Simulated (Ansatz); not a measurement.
## Molecular dynamics of CaZn$_{8}$Ag$_{8}$

The input (input.yaml):

```yaml
crystal:
  lattice:
    - [6.284672, 0.0, 0.0]
    - [0.0, 6.284672, 0.0]
    - [0.0, 0.0, 16.713504]
  atoms:
    - { symbol: Zn, position: [0.24344351, 0.26584037, 0.14536474] }
    - { symbol: Ag, position: [0.0, 0.0, 0.0598319] }
    - { symbol: Zn, position: [0.20396915, 0.22377615, 0.35094883] }
    - { symbol: Ag, position: [-0.01442483, 0.01179341, 0.22721048] }
    - { symbol: Zn, position: [0.25779237, 0.74121969, 0.14419872] }
    - { symbol: Ag, position: [0.0, 0.5, 0.0598319] }
    - { symbol: Zn, position: [0.19035619, 0.83428375, 0.3439199] }
    - { symbol: Ag, position: [-0.00825458, 0.49813343, 0.25275024] }
    - { symbol: Zn, position: [0.70834105, 0.26578613, 0.14634037] }
    - { symbol: Ag, position: [0.5, 0.0, 0.0598319] }
    - { symbol: Zn, position: [0.79241041, 0.20068033, 0.35373168] }
    - { symbol: Ag, position: [0.50992563, -0.00550694, 0.24069416] }
    - { symbol: Zn, position: [0.72148946, 0.70623599, 0.16034298] }
    - { symbol: Ag, position: [0.5, 0.5, 0.0598319] }
    - { symbol: Zn, position: [0.791805, 0.7700658, 0.36644343] }
    - { symbol: Ag, position: [0.4495449, 0.51216133, 0.28228425] }
    - { symbol: Ca, position: [0.48194205, 0.55100529, 0.44915887] }
basis:
  ecutwfc: 420.0
kpoints:
  mp_grid: { grid: [2, 2, 1] }
hamiltonian:
  xc: pbe
  dispersion: d3bj
scf:
  occupations: { method: fermi_dirac, width: 0.15 }
  lower_state_search: "off"
md:
  timestep: 3.0
  n_steps: 200
  ensemble: nvt_nose_hoover
  temperature: 750.0
  initial_velocities: maxwell_boltzmann
  seed: 515820
  nose_hoover: { tau: 50.0, chain_length: 3 }
  constraints: [{ sites: [1, 5, 9, 13] }]
```

Run as:

```bash
$ ansatz run input.yaml --threads 2 --pin off --max-ram 5120MiB --backend cpu --events-out ev --progress --plain --runs-dir out
```

It goes on from the last frame of an earlier run, with new velocities.

Output, in part (step lines):

```
md step     0: t =     0.00 fs  T =   750.0 K  F+E_penalty+E_count = -89095.87359621 eV  E_kin = 1.260285 eV  conserved = -89094.61331122 eV  (11 SCF iters)
md step    65: t =   195.00 fs  T =   884.8 K  F+E_penalty+E_count = -89095.05342213 eV  E_kin = 1.486837 eV  conserved = -89094.61295004 eV  (3 SCF iters)
md step    66: t =   198.00 fs  T =   881.8 K  F+E_penalty+E_count = -89095.07711313 eV  E_kin = 1.481806 eV  conserved = -89094.61298717 eV  (3 SCF iters)
md step    67: t =   201.00 fs  T =   871.9 K  F+E_penalty+E_count = -89095.09532941 eV  E_kin = 1.465071 eV  conserved = -89094.61301360 eV  (3 SCF iters)
md step    68: t =   204.00 fs  T =   854.9 K  F+E_penalty+E_count = -89095.10797879 eV  E_kin = 1.436480 eV  conserved = -89094.61302892 eV  (4 SCF iters)
md step    69: t =   207.00 fs  T =   831.2 K  F+E_penalty+E_count = -89095.11524739 eV  E_kin = 1.396678 eV  conserved = -89094.61303278 eV  (3 SCF iters)
md step    70: t =   210.00 fs  T =   801.7 K  F+E_penalty+E_count = -89095.11760081 eV  E_kin = 1.347144 eV  conserved = -89094.61302451 eV  (8 SCF iters)
md step    71: t =   213.00 fs  T =   767.8 K  F+E_penalty+E_count = -89095.11577067 eV  E_kin = 1.290119 eV  conserved = -89094.61300385 eV  (4 SCF iters)
[... lines left out ...]
md step   199: t =   597.00 fs  T =   788.1 K  F+E_penalty+E_count = -89095.31128782 eV  E_kin = 1.324352 eV  conserved = -89094.61268976 eV  (3 SCF iters)
md step   200: t =   600.00 fs  T =   792.2 K  F+E_penalty+E_count = -89095.31565656 eV  E_kin = 1.331129 eV  conserved = -89094.61272786 eV  (9 SCF iters)
```

The steps, from the saved trajectory:

| time (fs) | T (K) | potential energy less start (eV) | conserved less start (meV/atom) |
| --- | --- | --- | --- |
| 0 | 750 | 0.000 | 0.00 |
| 18 | 701 | 0.085 | 0.01 |
| 36 | 641 | 0.209 | 0.03 |
| 54 | 674 | 0.231 | 0.02 |
| 72 | 802 | 0.191 | 0.00 |
| 90 | 911 | 0.293 | 0.01 |
| 108 | 956 | 0.517 | 0.05 |
| 126 | 995 | 0.657 | 0.02 |
| 144 | 893 | 0.902 | 0.04 |
| 162 | 756 | 1.130 | 0.09 |
| 180 | 822 | 0.998 | 0.04 |
| 198 | 882 | 0.796 | 0.02 |
| 216 | 731 | 0.763 | 0.02 |
| 234 | 540 | 0.798 | 0.03 |
| 252 | 490 | 0.749 | 0.02 |
| 270 | 502 | 0.694 | 0.00 |
| 288 | 519 | 0.706 | 0.02 |
| 306 | 597 | 0.691 | 0.02 |
| 324 | 727 | 0.665 | 0.00 |
| 342 | 745 | 0.830 | 0.01 |
| 360 | 633 | 1.159 | 0.06 |
| 378 | 625 | 1.291 | 0.07 |
| 396 | 815 | 1.096 | 0.04 |
| 414 | 986 | 0.881 | 0.01 |
| 432 | 925 | 0.936 | 0.05 |
| 450 | 842 | 0.964 | 0.08 |
| 468 | 897 | 0.732 | 0.04 |
| 486 | 892 | 0.554 | 0.01 |
| 504 | 729 | 0.649 | 0.03 |
| 522 | 591 | 0.796 | 0.05 |
| 540 | 613 | 0.750 | 0.04 |
| 558 | 711 | 0.619 | 0.02 |
| 576 | 762 | 0.575 | 0.03 |
| 594 | 784 | 0.567 | 0.04 |

The run went to its last step. The conserved energy stayed within 0.086 meV per atom of its start (net change 0.034 meV per atom), so the integration is sound. A run of 0.6 ps of so small a system gives no equilibrium averages. Limits of this set-up: coarse k mesh, thin slab, slab without dipole correction, a typed lattice constant that wasn't relaxed here.

Mean squared displacements from the first frame to the last: Zn 0.54 Å², Ag 0.10 Å², Ca 0.06 Å².

Last frame:

```xyz
17
Lattice="6.2847 0.0000 0.0000 0.0000 6.2847 0.0000 0.0000 0.0000 16.7135" Properties=species:S:1:pos:R:3
Zn 1.756 1.661 2.318
Ag 0.000 0.000 1.000
Zn 2.039 0.502 7.309
Ag -0.028 0.171 3.939
Zn 1.571 4.651 2.466
Ag 0.000 3.142 1.000
Zn 1.332 5.026 5.510
Ag -0.117 3.280 4.014
Zn 4.643 1.616 2.435
Ag 3.142 0.000 1.000
Zn 5.326 1.671 6.134
Ag 3.198 0.398 4.518
Zn 4.710 4.618 2.511
Ag 3.142 3.142 1.000
Zn 5.285 5.091 6.246
Ag 3.197 3.530 4.537
Ca 3.066 3.433 7.738
```

Time of the run: 21 min on 2 threads of Intel(R) Xeon(R) Platinum 8488C (Sapphire Rapids), on a shared host, peak memory 1.7 GiB.
